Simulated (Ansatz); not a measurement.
# C5H5BF3N: up Jacob's ladder to CCSD(T)

An exercise on one series of results from a longer session: the logs are not shown, and one member is left open.

Program: Ansatz 0.2.0, Gaussian basis. Level of theory: functionals in def2-TZVPP, the program's frozen cores in correlated methods. These are calculated values, not measurements.

Levels to be run: LDA (SPW92), PBE-D4, revPBE-D4, BLYP-D4, r2SCAN-D4, B97M-V, PBE0-D4, B3LYP-D4, r2SCANh-D4, r2SCAN0-D4, HSE06-D4, BHLYP-D4, CAM-B3LYP-D4, LC-ωPBE, ωB97X-V, ωB97M-V, B2PLYP, PBE-QIDH; CCSD(T)/def2-SVP; CCSD(T)/def2-TZVPP; MP2/def2-QZVPP; extrapolation to the limit; RPA on PBE.

### The relaxed structure

An earlier PBE0-D4 in a triple-zeta def2 set relaxation fixed the geometry.

SMILES `F[B-](F)(F)[n+]1ccccc1`, 15 atoms, charge 0, spin multiplicity 1.

Atoms are counted from 1 here; the program's logs count them from 0.

Bond lengths: F1–B2 1.371 Å, B2–F3 1.372 Å, B2–F4 1.371 Å, B2–N5 1.658 Å, N5–C6 1.333 Å, N5–C10 1.333 Å, C6–C7 1.380 Å, C6–H11 1.082 Å, C7–C8 1.386 Å, C7–H12 1.082 Å, C8–C9 1.385 Å, C8–H13 1.084 Å, C9–C10 1.380 Å, C9–H14 1.082 Å, C10–H15 1.082 Å. Angles: F1–B2–F3 113.3°, F1–B2–F4 113.3°, F1–B2–N5 104.9°, F3–B2–F4 114.0°, F3–B2–N5 105.1°, F4–B2–N5 105.1°, B2–N5–C6 119.7°, B2–N5–C10 119.8°, C6–N5–C10 120.4°, N5–C6–C7 121.4°, N5–C6–H11 115.5°, C7–C6–H11 123.1°, C6–C7–C8 118.8°, C6–C7–H12 119.7°, C8–C7–H12 121.5°, C7–C8–C9 119.2°, C7–C8–H13 120.4°, C9–C8–H13 120.4° and more.

Set-up of the first run:

Contents of in.yaml:

```yaml
crystal:
  periodic: [false, false, false]
  atoms:
    - {symbol: F, position_ang: [-1.125767, -1.419071, -2.303906]}
    - {symbol: B, position_ang: [-0.405840, -0.254145, -2.238109]}
    - {symbol: F, position_ang: [0.827116, -0.344995, -2.831957]}
    - {symbol: F, position_ang: [-1.126224, 0.850478, -2.614742]}
    - {symbol: N, position_ang: [-0.092620, -0.036279, -0.624713]}
    - {symbol: C, position_ang: [0.993081, -0.586878, -0.082512]}
    - {symbol: C, position_ang: [1.253303, -0.483387, 1.268527]}
    - {symbol: C, position_ang: [0.360349, 0.210465, 2.069106]}
    - {symbol: C, position_ang: [-0.763881, 0.778585, 1.492125]}
    - {symbol: C, position_ang: [-0.959039, 0.634278, 0.133797]}
    - {symbol: H, position_ang: [1.646544, -1.104774, -0.772145]}
    - {symbol: H, position_ang: [2.144247, -0.939334, 1.679320]}
    - {symbol: H, position_ang: [0.539957, 0.309000, 3.133222]}
    - {symbol: H, position_ang: [-1.483948, 1.330498, 2.081462]}
    - {symbol: H, position_ang: [-1.807269, 1.055549, -0.389485]}
basis:
  gaussian: {orbitals: def2-TZVPP}
hamiltonian: {xc: lda}
output: {orbitals: {seedname: orbitals}}
```

Steps of the session up to this table: LDA; PBE-D4 (GGA); revPBE-D4 (GGA); BLYP-D4 (GGA); r2SCAN-D4 (meta-GGA); B97M-V (meta-GGA); PBE0-D4 (hybrid); B3LYP-D4 (hybrid); r2SCANh-D4 (hybrid); r2SCAN0-D4 (hybrid); HSE06-D4 (hybrid); BHLYP-D4 (hybrid); CAM-B3LYP-D4 (range-separated); LC-ωPBE (range-separated); ωB97X-V (range-separated); ωB97M-V (range-separated); B2PLYP (double hybrid); PBE-QIDH (double hybrid).

One table of the session follows, with a row left open; its other results are not shown here.

It belongs to the step «Orbital energies across the functionals». 

| functional | HOMO (eV) | LUMO (eV) | gap (eV) |
| --- | --- | --- | --- |
| LDA (SPW92) | -8.04 | -3.47 | 4.57 |
| PBE-D4 | -7.77 | -3.21 | 4.56 |
| revPBE-D4 | -7.68 | -3.12 | 4.56 |
| BLYP-D4 | ? | ? | ? |
| r2SCAN-D4 | -8.10 | -3.08 | 5.02 |
| B97M-V | -8.04 | -3.00 | 5.03 |
| PBE0-D4 | -8.92 | -2.33 | 6.60 |
| B3LYP-D4 | -8.70 | -2.52 | 6.18 |
| r2SCANh-D4 | -8.48 | -2.75 | 5.73 |
| r2SCAN0-D4 | -9.05 | -2.26 | 6.80 |
| HSE06-D4 | -8.53 | -2.70 | 5.82 |
| BHLYP-D4 | -9.71 | -1.30 | 8.42 |
| CAM-B3LYP-D4 | -10.15 | -1.23 | 8.92 |
| LC-ωPBE | -11.47 | -0.21 | 11.27 |
| ωB97X-V | -11.09 | -0.19 | 10.90 |
| ωB97M-V | -11.01 | -0.23 | 10.78 |

Estimate the missing values for BLYP-D4.

Worked estimate for «HOMO (eV)». Against the share of exact exchange, B3LYP-D4 (0.2, -8.70), BHLYP-D4 (0.5, -9.71) give a slope of -3.37 per unit share; at 0 the line stands at -8.03.

**Answer.** HOMO (eV): -7.71; LUMO (eV): -3.06; gap (eV): 4.65. In «HOMO (eV)» the line misses by -0.32.
